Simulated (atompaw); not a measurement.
# A PAW (atompaw) potential for gallium, from input to tests

Task: generate the file, and judge it by its logarithmic derivatives, its ghosts and its cutoff.

Program: atompaw 4.2.0.5. Reference atom: PBE, scalar-relativistic, spherical and spin-unpolarised. All values are calculated.

### Step 1. Settings

Typed settings, in words:

```json
{"element": "gallium (Ga, Z = 31)", "type": "PAW", "frozen core": "[Ar]", "valence charge": "13", "reference configuration": "3d10 4s1.5 4p1.5", "partial waves": "4s (bound): rc 2.15 bohr; 4s channel at 0.15 Ry: rc 2.15 bohr; 4p (bound): rc 2.00 bohr; 4p channel at 0.95 Ry: rc 2.15 bohr; 3d (bound): rc 1.15 bohr; 3d channel at 1.35 Ry: rc 1.15 bohr", "local potential": "bessel scheme, radius 1.40 bohr", "core correction": "smooth core density matched at 1.40 bohr", "augmentation charge": "sinc compensation charge, radius 1.55 bohr; PAW radius 2.15 bohr; waves and projectors: custom rrkj gramschmidtortho"}
```

The nodes and maxima of the atom's own shells, from an earlier all-electron run, set the scale for the radii.

All-electron outer shells of the reference configuration (PBE, scalar-relativistic, ld1.x):

```json
{"shell": "3s", "level (eV)": "-149.12", "outermost node (bohr)": "0.27", "outermost maximum (bohr)": "0.56"}
{"shell": "3p", "level (eV)": "-99.85", "outermost node (bohr)": "0.24", "outermost maximum (bohr)": "0.56"}
{"shell": "3d", "level (eV)": "-20.12", "outermost node (bohr)": "–", "outermost maximum (bohr)": "0.53"}
{"shell": "4s", "level (eV)": "-9.52", "outermost node (bohr)": "0.81", "outermost maximum (bohr)": "1.87"}
{"shell": "4p", "level (eV)": "-2.98", "outermost node (bohr)": "0.87", "outermost maximum (bohr)": "2.50"}
```

### Step 2. Generating the potential

File Ga.input:

```
Ga 31
GGA-PBE scalarrelativistic loggrid 1500 logderivrange -3 5 201
4 4 3 0 0 0
4 0 1.5
4 1 1.5
0 0 0
c
c
c
v
c
c
v
v
2
2.15 1.55 1.40 1.40
y
0.15
n
y
0.95
n
y
1.35
n
custom rrkj gramschmidtortho sinc
bessel
2.15
2.15
2.00
2.15
1.15
1.15
PWSCFOUT
UPFDX 0.0125d0 UPFXMIN -7.d0 UPFZMESH 31.d0
END
```

The run is started by

```bash
atompaw < Ga.input > Ga.log
```

What does the calculation give? Wanted: cutoffs for 10 and 1 mRy, occupied levels; bound ghosts; largest phase difference near zero energy, channels read; lowest eigenvalue of the overlap; share of valence orbitals outside the PAW sphere; UPF file.

**Answer**, as computed:

| quantity | value |
| --- | --- |
| cutoffs for 10 and 1 mRy, occupied levels | 110 Ry and 180 Ry |
| bound ghosts | p at -139.66 eV |
| largest phase difference near zero energy, channels read | 0.000 rad |
| lowest eigenvalue of the overlap (Bessel basis) | 0.306 (p) |
| share of valence orbitals outside the PAW sphere | 4s 51 %, 4p 78 %, 3d 2 % |
| UPF file | written |

In words: It has a bound ghost (p), a state that the atom doesn't have, and that rules the file out. The potential is hard: the looser tolerance needs 110 Ry. The slowest level is 3d: taken alone it needs 110 Ry to come within 1 mRy, against 6 Ry or less for 4s. Near zero energy the phases of the channels with partial waves agree within 0.001 rad. These are tests on the free atom; a crystal test is still owed.
